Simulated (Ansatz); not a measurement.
Turn this script for Ansatz 0.2.0 through its Python package into the input file that the command-line program reads.

`energy_ch2bfo.py`
```python
"""Single point of CH2BFO."""

from dataclasses import dataclass
import sys

import ansatz as az


@dataclass
class Settings:
    basis: str = "cc-pVTZ"
    functional: str = "B3LYP"


cfg = Settings()

GEOMETRY = """
F    -1.44820    0.00880   -0.89860
C    -0.19090   -0.18470   -0.53940
B     0.14180    0.28550    0.90270
O     0.57460    0.99750   -0.37230
H     0.41480   -0.97580   -1.05800
H     0.55000   -0.19530    1.91950
"""


def main() -> None:
    ch2bfo = az.Crystal.molecule()
    for line in GEOMETRY.strip().splitlines():
        symbol, *xyz = line.split()
        ch2bfo = ch2bfo.atom(symbol, [float(v) for v in xyz])

    model = (
        ch2bfo.calculation()
        .basis(gaussian=cfg.basis)  # the orbital basis, by name
        .functional(cfg.functional)
    )
    try:
        report = model.run(threads=1, pin="off").report
    except az.AnsatzError as error:
        sys.exit(f"{type(error).__name__}: {error}")

    print(f"E = {report['free_energy_ev']:.6f} eV = {report['free_energy_ev'] / 27.211386246:.7f} Ha")
    print("converged:", report["converged"], " doubts:", report["published_state_doubts"] or "none")

    state = report["mean_field"]["state"]
    print(f"mean field: {state['energy']['hartree']:.7f} Ha, <S^2> = {abs(state['spin_squared']):.4f}, stability: {state.get('stability', {}).get('kind')}")


if __name__ == "__main__":
    main()
```

Running `python energy_ch2bfo.py` prints:
```text
E = -6510.449479 eV = -239.2546054 Ha
converged: True  doubts: none
mean field: -239.2546054 Ha, <S^2> = 0.0000, stability: minimum
```

`input.yaml`:
```yaml
crystal:
  periodic: [false, false, false]
  atoms:
    - { symbol: F, position_ang: [-1.4482, 0.0088, -0.8986] }
    - { symbol: C, position_ang: [-0.1909, -0.1847, -0.5394] }
    - { symbol: B, position_ang: [0.1418, 0.2855, 0.9027] }
    - { symbol: O, position_ang: [0.5746, 0.9975, -0.3723] }
    - { symbol: H, position_ang: [0.4148, -0.9758, -1.058] }
    - { symbol: H, position_ang: [0.55, -0.1953, 1.9195] }
basis:
  gaussian: { orbitals: cc-pVTZ }
hamiltonian:
  xc: b3lyp
```

Launched from the shell:
```console
$ ansatz run input.yaml --threads 1 --pin off --max-ram 4096MiB --backend cpu --events-out ev --progress --plain --runs-dir out
Engine: ansatz 0.2.0, aarch64-unknown-linux-gnu
Functional definition: B3LYP
  parameter a0 = 0.2
  parameter ax = 0.72
  parameter ac = 0.81
  exchange = (1 - a0 - ax)*slater_x + ax*b88_x + a0*exact_x
  correlation = (1 - ac)*vwn_rpa_c + ac*lyp_c
809 factors; their error is unknown
mean field evaluation 1: about -6506.5948 eV, gradient 4.7e1 eV
mean field evaluation 2: about -6488.8715 eV, gradient 1.0e2 eV
mean field evaluation 4: about -6510.4183 eV, gradient 5.5e0 eV
mean field evaluation 8: about -6510.4649 eV, gradient 1.7e-1 eV
mean field evaluation 16: about -6510.4493 eV, gradient 7.4e-5 eV
mean field -6510.44927942 eV, -239.2545980777 hartree, gradient 7.4e-5 eV, S^2 0.000000; 0 other end points of the search recorded, 0 dependent functions left out
reference -6510.44947919 eV, -239.2546054189 hartree; 15, 15 occupied and 133, 133 virtual orbitals, 809 factors
Total energy: -6510.44947919 eV, -239.2546054189 hartree
```

Caveats:
- Total energies depend on the basis set; only differences at equal settings carry meaning.
- The geometry is a force-field or estimated start, not a minimum of this method, and the basis set is short of its limit.
- b3lyp holds the VWN-RPA fit, as in Gaussian; the form of ORCA and Turbomole is b3lyp5.
- It ran for 3.4 s on 1 thread of Arm Neoverse V1, on a shared host, peak memory 0.28 GiB.

(A comment or docstring line of the script was reworded after the run, the code is as it ran; lines on the test bed's own set-up are left out of the output.)
